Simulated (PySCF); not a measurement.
# One shape, several levels: Si2H4ClO2F (SMILES O[SiH](F)O[SiH2]Cl)

Wanted: a comparison of 6 runs (HF/STO-3G, HF/def2-SVP, B3LYP/6-31G*, BP86/aug-cc-pVDZ, MP2/cc-pVDZ) of Si2H4ClO2F. Input form: a Python script.

Program for the calculation: PySCF 2.14.0.

### Step 1. The molecule

The species is Si2H4ClO2F (10 atoms), meant as a singlet with charge 0. SMILES: `O[SiH](F)O[SiH2]Cl`. The coordinates come from a PBE0-D4/def2-TZVP relaxation. This is one conformer, not always the lowest.

Bond lengths: O1–Si2 1.619 Å, Si2–F3 1.590 Å, Si2–O4 1.628 Å, O4–Si5 1.622 Å, Si5–Cl6 2.062 Å, O1–H7 0.960 Å, Si2–H8 1.464 Å, Si5–H9 1.476 Å, Si5–H10 1.475 Å. Some angles: O1–Si2–F3 110.6°, O1–Si2–O4 112.2°, F3–Si2–O4 106.6°, Si2–O4–Si5 145.5°, O4–Si5–Cl6 109.2°, O1–Si2–H8 108.5°, F3–Si2–H8 108.8°, O4–Si2–H8 110.0°, Si2–O1–H7 119.3°, O4–Si5–H9 110.5°.

### Step 2. Energy and gradient at HF/STO-3G (run 1)

The input, calc.py:

```python
# O[SiH](F)O[SiH2]Cl
from pyscf import gto

molecule = gto.M(
    atom='''
O     -0.751900     0.159000     1.981700
Si    -0.843700    -0.912500     0.771900
F     -2.239100    -0.790900     0.020500
O      0.311300    -0.673000    -0.350200
Si     1.093400     0.427700    -1.248800
Cl     0.750000     2.305400    -0.468800
H     -0.635800     1.089300     1.776600
H     -0.725500    -2.259200     1.334400
H      0.578600     0.427100    -2.632100
H      2.545700     0.175800    -1.182300
''',
    basis='sto-3g',
    spin=0,
    verbose=4,
    max_memory=1860,
)

hf = molecule.RHF()
hf.conv_tol = 1e-10
hf.kernel()
if not hf.converged:
    hf = hf.newton().run(hf.mo_coeff, hf.mo_occ)

energy = hf.e_tot
print('Final energy', energy)
grad = hf.nuc_grad_method().kernel()
hf.analyze()
```

On the command line:

```
$ OMP_NUM_THREADS=1 python calc.py
```

Log:

```text
PySCF version 2.14.0

[... 79 lines left out ...]
Nuclear Repulsion Energy =             475.048168628208202
[... 6 lines left out ...]
MO #1   energy= -103.630092855097  occ= 2
[... 4 lines left out ...]
MO #6   energy= -20.1469491596153  occ= 2
[... 4 lines left out ...]
MO #11  energy= -6.07136457284977  occ= 2
[... 4 lines left out ...]
MO #16  energy= -4.09325934158332  occ= 2
[... 4 lines left out ...]
MO #21  energy= -1.2395848098636   occ= 2
[... 4 lines left out ...]
MO #26  energy= -0.540881425571008 occ= 2
[... 4 lines left out ...]
MO #31  energy= -0.424575544207274 occ= 2
[... 4 lines left out ...]
MO #36  energy= -0.357453399303949 occ= 2
[... 4 lines left out ...]
MO #41  energy= 0.491698546212434  occ= 0
[... 4 lines left out ...]
MO #46  energy= 0.758177916570079  occ= 0
[... 20 lines left out ...]
pop of  2 F 2pz           1.84384
pop of  3 O 1s            1.99990
pop of  3 O 2s            1.63055
pop of  3 O 2px           1.63069
pop of  3 O 2py           1.65150
pop of  3 O 2pz           1.60416
pop of  4 Si 1s           2.00000
pop of  4 Si 2s           1.99988
pop of  4 Si 3s           1.07510
pop of  4 Si 2px          1.99904
pop of  4 Si 2py          1.99913
pop of  4 Si 2pz          1.99908
pop of  4 Si 3px          0.78718
pop of  4 Si 3py          0.55868
pop of  4 Si 3pz          0.74615
pop of  5 Cl 1s           2.00000
pop of  5 Cl 2s           1.99989
pop of  5 Cl 3s           1.92798
pop of  5 Cl 2px          1.99997
pop of  5 Cl 2py          1.99974
pop of  5 Cl 2pz          1.99994
pop of  5 Cl 3px          1.96173
pop of  5 Cl 3py          1.57153
pop of  5 Cl 3pz          1.90175
pop of  6 H 1s            0.85877
pop of  7 H 1s            1.15628
pop of  8 H 1s            1.13059
pop of  9 H 1s            1.12899
 ** Mulliken atomic charges  **
charge of    0O =     -0.40123
charge of    1Si =      1.01312
charge of    2F =     -0.29373
charge of    3O =     -0.51679
charge of    4Si =      0.83578
charge of    5Cl =     -0.36253
charge of    6H =      0.14123
charge of    7H =     -0.15628
charge of    8H =     -0.13059
charge of    9H =     -0.12899
Dipole moment(X, Y, Z, Debye):  1.10549, -1.77474, -1.35659
```

Wall time 4.8 s (1 thread of Intel Xeon at 2.50GHz (Skylake/Cascade Lake), shared host); peak memory 0.12 GiB.

### Step 3. Energy and forces at HF/def2-SVP (run 2)

The input, geometry.xyz:

```xyz
10
ClFH4O2Si2
O     -0.751900     0.159000     1.981700
Si    -0.843700    -0.912500     0.771900
F     -2.239100    -0.790900     0.020500
O      0.311300    -0.673000    -0.350200
Si     1.093400     0.427700    -1.248800
Cl     0.750000     2.305400    -0.468800
H     -0.635800     1.089300     1.776600
H     -0.725500    -2.259200     1.334400
H      0.578600     0.427100    -2.632100
H      2.545700     0.175800    -1.182300
```

The input, calc.py:

```python
# O[SiH](F)O[SiH2]Cl
from pyscf import gto

mol = gto.M(
    atom='geometry.xyz',
    max_memory=1860,
    charge=0,
    basis='def2-svp',
    verbose=3,
)

hf = mol.RHF()
hf.conv_tol = 1e-10
hf.kernel()
if not hf.converged:
    hf = hf.newton().run(hf.mo_coeff, hf.mo_occ)

etot = hf.e_tot
print('E = %.10f Eh' % etot)
grad = hf.nuc_grad_method().kernel()
dip = hf.dip_moment()
pop, q = hf.mulliken_pop()
```

On the command line:

```
$ OMP_NUM_THREADS=1 python calc.py
```

Log:

```text
converged SCF energy = -1288.60136969322
[... 9 lines left out ...]
Dipole moment(X, Y, Z, Debye):  1.61542,  0.14795, -0.88196
[... 88 lines left out ...]
pop of  5 Cl 3pz          0.71876
pop of  5 Cl 4px          1.19458
pop of  5 Cl 4py          1.00078
pop of  5 Cl 4pz          1.16160
pop of  5 Cl 3dxy         0.00344
pop of  5 Cl 3dyz         0.00644
pop of  5 Cl 3dz^2        0.00232
pop of  5 Cl 3dxz         0.00048
pop of  5 Cl 3dx2-y2      0.00756
pop of  6 H 1s            0.65007
pop of  6 H 2s            0.05088
pop of  6 H 2px           0.01679
pop of  6 H 2py           0.04021
pop of  6 H 2pz           0.01741
pop of  7 H 1s            0.75963
pop of  7 H 2s            0.40573
pop of  7 H 2px           0.00022
pop of  7 H 2py           0.00924
pop of  7 H 2pz           0.00179
pop of  8 H 1s            0.75310
pop of  8 H 2s            0.38041
pop of  8 H 2px           0.00169
pop of  8 H 2py           0.00037
pop of  8 H 2pz           0.00957
pop of  9 H 1s            0.75299
pop of  9 H 2s            0.38394
pop of  9 H 2px           0.01046
pop of  9 H 2py           0.00067
pop of  9 H 2pz           0.00043
 ** Mulliken atomic charges  **
charge of    0O =     -0.54108
charge of    1Si =      1.35901
charge of    2F =     -0.46397
charge of    3O =     -0.79602
charge of    4Si =      1.06243
charge of    5Cl =     -0.37475
charge of    6H =      0.22463
charge of    7H =     -0.17661
charge of    8H =     -0.14514
charge of    9H =     -0.14850
```

It took 29 s on 1 thread of Intel Xeon at 2.50GHz (Skylake/Cascade Lake), shared host; peak memory 0.29 GiB.

Runs 3 to 4 aren't shown in full; the table further down has their settings and results.

### Step 4. Energy and gradient at BP86/aug-cc-pVDZ (run 5)

The input, run.py:

```python
from pyscf import gto, dft

system = gto.Mole()
system.atom = '''
O       -0.751900       0.159000       1.981700
Si      -0.843700      -0.912500       0.771900
F       -2.239100      -0.790900       0.020500
O        0.311300      -0.673000      -0.350200
Si       1.093400       0.427700      -1.248800
Cl       0.750000       2.305400      -0.468800
H       -0.635800       1.089300       1.776600
H       -0.725500      -2.259200       1.334400
H        0.578600       0.427100      -2.632100
H        2.545700       0.175800      -1.182300
'''
system.max_memory = 1860
system.basis = 'aug-cc-pvdz'
system.verbose = 4
system.spin = 0
system.charge = 0
system.build()

mf = dft.RKS(system, xc='bp86')
mf.conv_tol = 1e-10
mf.grids.level = 5
mf.kernel()
if not mf.converged:
    mf = mf.newton().run(mf.mo_coeff, mf.mo_occ)

etot = mf.e_tot
print('E = %.10f Eh' % etot)
grad = mf.nuc_grad_method().kernel()
dip = mf.dip_moment()
pop, q = mf.mulliken_pop()
```

On the command line:

```
$ OMP_NUM_THREADS=1 python run.py
```

Log:

```text
PySCF version 2.14.0

[... 85 lines left out ...]
converged SCF energy = -1292.23624789389
[... 13 lines left out ...]
Dipole moment(X, Y, Z, Debye):  1.34345, -0.02397, -0.66728
[... 158 lines left out ...]
pop of  6 H 3py          -0.01412
pop of  6 H 3pz           0.01818
pop of  7 H 1s            0.74623
pop of  7 H 2s           -0.17128
pop of  7 H 3s           -0.05416
pop of  7 H 2px           0.00052
pop of  7 H 2py           0.00731
pop of  7 H 2pz           0.00163
pop of  7 H 3px           0.00655
pop of  7 H 3py           0.02546
pop of  7 H 3pz           0.00904
pop of  8 H 1s            0.74273
pop of  8 H 2s           -0.18665
pop of  8 H 3s            0.00374
pop of  8 H 2px           0.00175
pop of  8 H 2py           0.00050
pop of  8 H 2pz           0.00752
pop of  8 H 3px          -0.00502
pop of  8 H 3py           0.00475
pop of  8 H 3pz           0.01432
pop of  9 H 1s            0.74365
pop of  9 H 2s           -0.20760
pop of  9 H 3s            0.00116
pop of  9 H 2px           0.00815
pop of  9 H 2py           0.00069
pop of  9 H 2pz           0.00082
pop of  9 H 3px           0.00395
pop of  9 H 3py           0.00397
pop of  9 H 3pz           0.00625
 ** Mulliken atomic charges  **
charge of    0O =     -0.51248
charge of    1Si =      0.99772
charge of    2F =     -0.53132
charge of    3O =     -0.86129
charge of    4Si =     -0.15306
charge of    5Cl =     -0.32059
charge of    6H =      0.09700
charge of    7H =      0.42871
charge of    8H =      0.41637
charge of    9H =      0.43895
```

Run time: 3.7 min. Hardware: 1 thread of Intel Xeon at 2.50GHz (Skylake/Cascade Lake), shared host; peak memory 2.7 GiB.

### Step 5. Energy and forces at MP2/cc-pVDZ (run 6)

The input, job.py:

```python
from pyscf import gto, scf, mp

mol = gto.M(
    atom='''
O       -0.751900       0.159000       1.981700
Si      -0.843700      -0.912500       0.771900
F       -2.239100      -0.790900       0.020500
O        0.311300      -0.673000      -0.350200
Si       1.093400       0.427700      -1.248800
Cl       0.750000       2.305400      -0.468800
H       -0.635800       1.089300       1.776600
H       -0.725500      -2.259200       1.334400
H        0.578600       0.427100      -2.632100
H        2.545700       0.175800      -1.182300
''',
    charge=0,
    basis='cc-pvdz',
    verbose=4,
    max_memory=1860,
)

hf = scf.RHF(mol)
hf.conv_tol = 1e-10
hf.kernel()
if not hf.converged:
    hf = hf.newton().run(hf.mo_coeff, hf.mo_occ)

pt = mp.MP2(hf, frozen=18).run()
e_tot = pt.e_tot
print(f'total energy: {e_tot:.8f} hartree')
grad = pt.nuc_grad_method().kernel()
dip = hf.dip_moment()
pop, q = hf.mulliken_pop()
```

On the command line:

```
$ OMP_NUM_THREADS=1 python job.py
```

Log:

```text
PySCF version 2.14.0

[... 66 lines left out ...]
converged SCF energy = -1289.12278106019
[... 8 lines left out ...]
total energy: -1289.99685625 hartree
[... 8 lines left out ...]
Dipole moment(X, Y, Z, Debye):  1.62354, -0.02506, -0.78422
[... 88 lines left out ...]
pop of  5 Cl 3pz          1.04982
pop of  5 Cl 4px          0.84322
pop of  5 Cl 4py          0.65254
pop of  5 Cl 4pz          0.81496
pop of  5 Cl 3dxy         0.00364
pop of  5 Cl 3dyz         0.00661
pop of  5 Cl 3dz^2        0.00242
pop of  5 Cl 3dxz         0.00053
pop of  5 Cl 3dx2-y2      0.00768
pop of  6 H 1s            0.65475
pop of  6 H 2s            0.05576
pop of  6 H 2px           0.01945
pop of  6 H 2py           0.04582
pop of  6 H 2pz           0.01964
pop of  7 H 1s            0.73938
pop of  7 H 2s            0.39160
pop of  7 H 2px           0.00015
pop of  7 H 2py           0.01069
pop of  7 H 2pz           0.00197
pop of  8 H 1s            0.73374
pop of  8 H 2s            0.35949
pop of  8 H 2px           0.00198
pop of  8 H 2py           0.00016
pop of  8 H 2pz           0.01077
pop of  9 H 1s            0.73423
pop of  9 H 2s            0.36007
pop of  9 H 2px           0.01187
pop of  9 H 2py           0.00049
pop of  9 H 2pz           0.00051
 ** Mulliken atomic charges  **
charge of    0O =     -0.47621
charge of    1Si =      1.22723
charge of    2F =     -0.43195
charge of    3O =     -0.73323
charge of    4Si =      0.89196
charge of    5Cl =     -0.32529
charge of    6H =      0.20458
charge of    7H =     -0.14379
charge of    8H =     -0.10615
charge of    9H =     -0.10717
```

Run time: 73 s. Hardware: 1 thread of Intel Xeon at 2.50GHz (Skylake/Cascade Lake), shared host; peak memory 1.1 GiB.

### Step 6. All runs side by side

```
run                               level  integration grid  Cartesian functions   energy (Eh)  dipole moment (D) of the reference  HOMO energy (eV)  LUMO energy (eV)  wall time
  1                           HF/STO-3G                 –                   no  -1273.993208                                2.49             -9.69              9.59      4.8 s
  2                         HF/def2-SVP                 –                   no  -1288.601370                                1.85            -12.53              4.19       29 s
  3  B3LYP/6-31G* (spherical functions)                 5                   no  -1292.112538                                1.58             -8.84              0.20       99 s
  4  B3LYP/6-31G* (Cartesian functions)                 5                  yes  -1292.123218                                1.59             -8.84              0.18    1.9 min
  5                    BP86/aug-cc-pVDZ                 5                   no  -1292.236248                                1.50             -7.83             -0.97    3.7 min
  6                         MP2/cc-pVDZ                 –                   no  -1289.996856                                1.80            -12.51              3.97       73 s
```

### Step 7. Summary of results

| quantity | value |
| --- | --- |
| run 6: total energy | -1289.99686 Eh |
| run 6: dipole moment (Hartree–Fock density) | 1.80 D |
| run 6: HOMO energy (Hartree–Fock orbitals) | -12.51 eV |
| run 6: LUMO energy (Hartree–Fock orbitals) | 3.97 eV |
| run 6: HOMO–LUMO gap (Hartree–Fock orbitals) | 16.48 eV |
| run 6: correlation energy (18 core orbitals frozen) | -874.1 mEh |
| run 6: largest force on an atom | 2.127 eV/Å |

**Reading.** Over runs 1, 2, 3, 4, 5 the dipole moment (its size) runs from 1.50 D (BP86/aug-cc-pVDZ) to 2.49 D (HF/STO-3G). The two ends differ in method and basis. Over runs 1, 2, 3, 4, 5 the HOMO–LUMO gap runs from 6.86 eV (BP86/aug-cc-pVDZ) to 19.28 eV (HF/STO-3G). Totals of different functionals can't be ranked against each other. In run 1 the basis is minimal, so the values are rough. All runs together took 9 min, the longest 3.7 min.
